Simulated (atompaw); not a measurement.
# Ga: the cost of one run

Program: atompaw 4.2.0.5. Reference atom: PBE, scalar-relativistic, spherical and spin-unpolarised. All values are calculated.

## Step 1: The design

Typed settings, in words:

| Property | Result |
| --- | --- |
| element | gallium (Ga, Z = 31) |
| type | PAW |
| frozen core | [Ar] 3d10 |
| valence charge | 3 |
| reference configuration | 4s2 4p1 |
| partial waves | 4s (bound): rc 2.75 bohr; 4s channel at -0.2 Ry: rc 2.75 bohr; 4p (bound): rc 2.75 bohr; 4p channel at 2.75 Ry: rc 2.75 bohr; 4d channel at 0.05 Ry: rc 2.75 bohr; 4d channel at 1.05 Ry: rc 2.00 bohr |
| local potential | bessel scheme, radius 2.25 bohr |
| core correction | smooth core density matched at 2.65 bohr |
| augmentation charge | besselshape compensation charge, radius 2.20 bohr; PAW radius 2.75 bohr; waves and projectors: custom rrkj gramschmidtortho |

The outer shells as boxes (Hund's rule for the drawing; the calculation is spin-unpolarised):

```
[Ar] core
3d [↑↓][↑↓][↑↓][↑↓][↑↓]
4s [↑↓]
4p [↑ ][  ][  ]
```

## Step 2: The generation run

Ga.input

```
Ga 31
GGA-PBE scalarrelativistic loggrid 1500 logderivrange -3 5 201
4 4 3 0 0 0
4 1 1
0 0 0
c
c
c
v
c
c
v
c
2
2.75 2.20 2.25 2.65
y
-0.2
n
y
2.75
n
y
0.05
y
1.05
n
custom rrkj gramschmidtortho besselshape
bessel
2.75
2.75
2.75
2.75
2.75
2.00
PWSCFOUT
UPFDX 0.0125d0 UPFXMIN -7.d0 UPFZMESH 31.d0
END
```

Launch:

```sh
atompaw < Ga.input > Ga.log
```

**Question.** How long does this run take on 1 thread of Intel Xeon 6975P-C, shared host?

About 5.4 s.
